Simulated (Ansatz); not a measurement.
**C₂H₆InN: one species, many methods**

One table from this session's results is given with a row withheld; the runs are named, their logs left out.

Method: functionals in def2-TZVPP, the program's frozen cores in correlated methods; program: Ansatz 0.2.0, Gaussian basis.

Levels to be run: LDA (SPW92), PBE-D4, revPBE-D4, BLYP-D4, r2SCAN-D4, B97M-V, PBE0-D4, B3LYP-D4, r2SCANh-D4, r2SCAN0-D4, HSE06-D4, BHLYP-D4, CAM-B3LYP-D4, LC-ωPBE, ωB97X-V, ωB97M-V, B2PLYP, PBE-QIDH; CCSD(T)/def2-SVP; CCSD(T)/def2-TZVPP; MP2/def2-QZVPP; extrapolation to the limit; RPA on PBE.

## The geometry

The geometry comes from an earlier relaxation with PBE0-D4 in a triple-zeta def2 set; it is a stationary point, not always the lowest conformer. In takes the def2 core potential; no spin-orbit term is included.

SMILES `C=C[NH][InH2]`, 10 atoms, charge 0, spin multiplicity 1.

Atoms are counted from 1 here; the program's logs count them from 0.

Bond lengths: C1–C2 1.336 Å, C1–H5 1.085 Å, C1–H6 1.081 Å, C2–N3 1.379 Å, C2–H7 1.090 Å, N3–In4 2.039 Å, N3–H8 1.007 Å, In4–H9 1.704 Å, In4–H10 1.712 Å. Angles: C2–C1–H5 122.5°, C2–C1–H6 119.9°, H5–C1–H6 117.6°, C1–C2–N3 127.5°, C1–C2–H7 118.1°, N3–C2–H7 114.4°, C2–N3–In4 130.6°, C2–N3–H8 112.7°, In4–N3–H8 116.7°, N3–In4–H9 118.4°, N3–In4–H10 110.4°, H9–In4–H10 131.2°.

Coordinates:

```mol
C2H6InN
  3D, bonds by distance, orders not assigned

 10  9  0  0  0  0  0  0  0  0999 V2000
    0.6887    1.2781    0.8907 C   0  0
    0.9592   -0.0116    0.6726 C   0  0
    0.2520   -0.8966   -0.1133 N   0  0
   -1.4376   -0.6283   -1.2219 In  0  0
   -0.1629    1.7785    0.4423 H   0  0
    1.3301    1.8624    1.5349 H   0  0
    1.8339   -0.4419    1.1592 H   0  0
    0.6580   -1.8181   -0.1220 H   0  0
   -2.1633    0.9137   -1.2353 H   0  0
   -1.8751   -2.0873   -2.0044 H   0  0
  1  2  8  0
  2  3  8  0
  3  4  8  0
  1  5  8  0
  1  6  8  0
  2  7  8  0
  3  8  8  0
  4  9  8  0
  4 10  8  0
M  END
```

Set-up of the first run:

Input file in.yaml:

```yaml
crystal:
  periodic: [false, false, false]
  atoms:
    - {symbol: C, position_ang: [0.688689, 1.278112, 0.890749]}
    - {symbol: C, position_ang: [0.959225, -0.011577, 0.672635]}
    - {symbol: N, position_ang: [0.252002, -0.896636, -0.113293]}
    - {symbol: In, position_ang: [-1.437623, -0.628316, -1.221947]}
    - {symbol: H, position_ang: [-0.162924, 1.778466, 0.442322]}
    - {symbol: H, position_ang: [1.330098, 1.862369, 1.534883]}
    - {symbol: H, position_ang: [1.833947, -0.441915, 1.159218]}
    - {symbol: H, position_ang: [0.658007, -1.818077, -0.121981]}
    - {symbol: H, position_ang: [-2.163254, 0.913740, -1.235270]}
    - {symbol: H, position_ang: [-1.875069, -2.087267, -2.004416]}
basis:
  gaussian: {orbitals: def2-TZVPP}
hamiltonian: {xc: lda}
output: {orbitals: {seedname: orbitals}}
```

Steps of the session up to this table: LDA; PBE-D4 (GGA); revPBE-D4 (GGA); BLYP-D4 (GGA); r2SCAN-D4 (meta-GGA); B97M-V (meta-GGA); PBE0-D4 (hybrid); B3LYP-D4 (hybrid); r2SCANh-D4 (hybrid); r2SCAN0-D4 (hybrid); HSE06-D4 (hybrid); BHLYP-D4 (hybrid); CAM-B3LYP-D4 (range-separated); LC-ωPBE (range-separated); ωB97X-V (range-separated); ωB97M-V (range-separated); B2PLYP (double hybrid); PBE-QIDH (double hybrid).

One table of the session follows, with a row left open; its other results are not shown here.

It belongs to the step «Orbital energies across the functionals». 

| functional | HOMO (eV) | LUMO (eV) | gap (eV) |
| --- | --- | --- | --- |
| LDA (SPW92) | -4.93 | -2.53 | 2.40 |
| PBE-D4 | -4.71 | -2.28 | 2.43 |
| revPBE-D4 | -4.63 | -2.17 | 2.46 |
| BLYP-D4 | -4.58 | -2.24 | 2.34 |
| r2SCAN-D4 | -4.84 | -2.03 | 2.82 |
| B97M-V | -4.89 | -2.29 | 2.60 |
| PBE0-D4 | -5.70 | -1.58 | 4.12 |
| B3LYP-D4 | -5.52 | -1.85 | 3.68 |
| r2SCANh-D4 | -5.23 | -1.78 | 3.45 |
| r2SCAN0-D4 | -5.81 | -1.42 | 4.39 |
| HSE06-D4 | -5.30 | -1.93 | 3.37 |
| BHLYP-D4 | -6.61 | -0.95 | 5.66 |
| CAM-B3LYP-D4 | -6.97 | -0.80 | 6.17 |
| LC-ωPBE | ? | ? | ? |
| ωB97X-V | -7.92 | 0.15 | 8.07 |
| ωB97M-V | -7.85 | -0.13 | 7.72 |

Q: Estimate the row for LC-ωPBE from the others.

The run gave: HOMO (eV): -8.26; LUMO (eV): 0.28; gap (eV): 8.54. In the column «HOMO (eV)» it is the lowest.
